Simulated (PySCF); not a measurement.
# The bond of RbNa, level by level

An exercise on one series of results from a longer session: the logs are not shown, and one member is left open.

Method: Rb def2-SVPD with ECP28, Na def2-SVPD, scalar-relativistic core potentials; program: PySCF 2.14.0.

The first run:

The job is set up so:

* atoms: Rb, Na
* charge: 0
* basis: Rb def2-SVPD with ECP28, Na def2-SVPD
* Hamiltonian: scalar-relativistic core potentials
* basis functions: 45
* electrons treated: 20
* masses in u: 84.9118, 22.9898
* levels: PBE0, PBE, r²SCAN, PW91, LDA, BP86, ωB97X, HF, MP2, SCS-MP2, CCSD, CCSD(T)
* grid: 80 radial by 434 angular points
* occupations: held fixed by the projection of orbital angular momentum
* dissociation limit: Rb + Na, each in its ground configuration
* starting distance in angstrom: 3.635
* values of 2S to try: 0, 2

The run is started by

```sh
$ OMP_NUM_THREADS=1 python dia.py task.json out
```

Steps of the session up to this table: The job; PBE0 along the bond; Other states along the same grid; PBE (GGA); r²SCAN (meta-GGA); PW91 (GGA); LDA; BP86; ωB97X (range-separated hybrid); RHF (mean field); MP2 and coupled cluster.

One table of the session follows, with a row left open; its other results are not shown here.

| level | Re (Å) | ωe (cm⁻¹) | De (eV) |
| --- | --- | --- | --- |
| RHF | ? | ? | ? |
| RHF-MP2 | 3.709 | 105.1 | 0.346 |
| RHF-SCS-MP2 | 3.731 | 104.0 | 0.420 |
| RHF-CCSD | 3.731 | 101.6 | 0.52 |
| RHF-CCSD(T) | 3.734 | 100.1 | 0.55 |
| LDA | 3.578 | 108.1 | 0.76 |
| PBE | 3.703 | 102.0 | 0.67 |
| PW91 | 3.699 | 102.2 | 0.70 |
| BP86 | 3.696 | 101.4 | 0.60 |
| r²SCAN | 3.774 | 101.6 | 0.488 |
| PBE0 | 3.717 | 104.4 | 0.58 |
| ωB97X | 3.667 | 111.9 | n/a |

Estimate the missing values for RHF.

**Answer.** Re (Å): 3.890; ωe (cm⁻¹): 98.8; De (eV): -0.083. In the column «Re (Å)» it is the highest.

De is counted to Rb + Na in their ground configurations.
